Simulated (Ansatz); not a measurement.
**C2H6BFSe: one species, many methods**

Aim: compute C2H6BFSe with functionals from several rungs and with coupled cluster, and see how far each lands from CCSD(T) at the basis-set limit for the atomisation energy.

Method: functionals in def2-TZVPP, the program's frozen cores in correlated methods; program: Ansatz 0.2.0, Gaussian basis.

Levels to be run: PBE-D4, r2SCAN-D4, PBE0-D4, B3LYP-D4, ωB97X-V, ωB97M-V, B2PLYP; CCSD(T)/def2-TZVPP; MP2/def2-QZVPP; extrapolation to the limit.

### Step 1. Structure used throughout

An earlier PBE0-D4 in a triple-zeta def2 set relaxation fixed the geometry.

11 atoms, charge 0, spin multiplicity 1.

Atoms are counted from 1 here; the program's logs count them from 0.

Bond lengths: C1–Se2 1.951 Å, C1–H6 1.088 Å, C1–H7 1.088 Å, C1–H8 1.087 Å, Se2–B3 1.901 Å, B3–C4 1.568 Å, B3–H9 1.193 Å, C4–F5 1.391 Å, C4–H10 1.097 Å, C4–H11 1.099 Å. Angles: Se2–C1–H6 108.4°, Se2–C1–H7 108.9°, Se2–C1–H8 108.8°, H6–C1–H7 109.9°, H6–C1–H8 110.4°, H7–C1–H8 110.4°, C1–Se2–B3 101.3°, Se2–B3–C4 119.7°, Se2–B3–H9 118.8°, C4–B3–H9 121.5°, B3–C4–F5 112.4°, B3–C4–H10 112.6°, B3–C4–H11 110.0°, F5–C4–H10 107.6°, F5–C4–H11 107.6°, H10–C4–H11 106.4°.

### Step 2. PBE-D4 (GGA)

File in.yaml:

```yaml
crystal:
  periodic: [false, false, false]
  atoms:
    - {symbol: C, position_ang: [-1.969242, 0.705886, 1.008558]}
    - {symbol: Se, position_ang: [-1.176110, -0.547737, -0.258290]}
    - {symbol: B, position_ang: [0.663221, -0.079949, -0.141667]}
    - {symbol: C, position_ang: [1.708596, -0.803029, -1.060591]}
    - {symbol: F, position_ang: [3.019486, -0.488837, -0.719164]}
    - {symbol: H, position_ang: [-2.573458, 0.142370, 1.716499]}
    - {symbol: H, position_ang: [-2.596005, 1.408721, 0.463864]}
    - {symbol: H, position_ang: [-1.171725, 1.232132, 1.527044]}
    - {symbol: H, position_ang: [0.991835, 0.774322, 0.623830]}
    - {symbol: H, position_ang: [1.610802, -1.895059, -1.031735]}
    - {symbol: H, position_ang: [1.557801, -0.505921, -2.107750]}
basis:
  gaussian: {orbitals: def2-TZVPP}
hamiltonian: {xc: pbe, dispersion: d4}
output: {forces: true, orbitals: {seedname: orbitals}}
```

On the command line:

```console
> ansatz run in.yaml --threads 4 --pin off --events-out ev --progress --plain --max-ram 10444MiB
```

The runs that follow: r2SCAN-D4 (meta-GGA); PBE0-D4 (hybrid); B3LYP-D4 (hybrid); ωB97X-V (range-separated); ωB97M-V (range-separated); B2PLYP (double hybrid); CCSD(T) in def2-TZVPP; MP2 in def2-QZVPP.

**Question.** What will the summary of the whole plan be? Wanted: atomisation energy, CCSD(T)/CBS; farthest; mean size of error, hybrid; mean size of error, range-separated; gap, smallest and largest; T1 diagnostic; triples share of the correlation energy.

The runs gave:

```
                               quantity                                                   value
        atomisation energy, CCSD(T)/CBS                                               41.499 eV
    functionals within 0.415 eV (1.0 %)  r2SCAN-D4, PBE0-D4, B3LYP-D4, ωB97X-V, ωB97M-V, B2PLYP
                               farthest                                      PBE-D4 (+1.027 eV)
             mean size of error, hybrid                                                0.187 eV
    mean size of error, range-separated                                                0.092 eV
              gap, smallest and largest                    4.24 eV (PBE-D4), 10.57 eV (ωB97X-V)
                          T1 diagnostic                                                  0.0121
triples share of the correlation energy                                                   3.6 %
```

What this shows: PBE-D4 misses by +1.027 eV. Double hybrids carry the basis error of their MP2 part in triple zeta, and no dispersion term here, so their miss is partly the set-up's. The reference freezes the cores and leaves out relativity and excitations past (T), and its outer-core shells are covered unevenly, so misses under about 0.415 eV can't be ranked. All levels share the lack of spin-orbit coupling, which lowers the free heavy atoms and so the true binding. Hartree-Fock recovers 74 % of the binding; the rest is correlation. The gap grows from 4.2 to 10.6 eV across the functionals, mostly with the share of exact exchange. Correlated methods include outer-core shells of Se, which these sets cover unevenly.
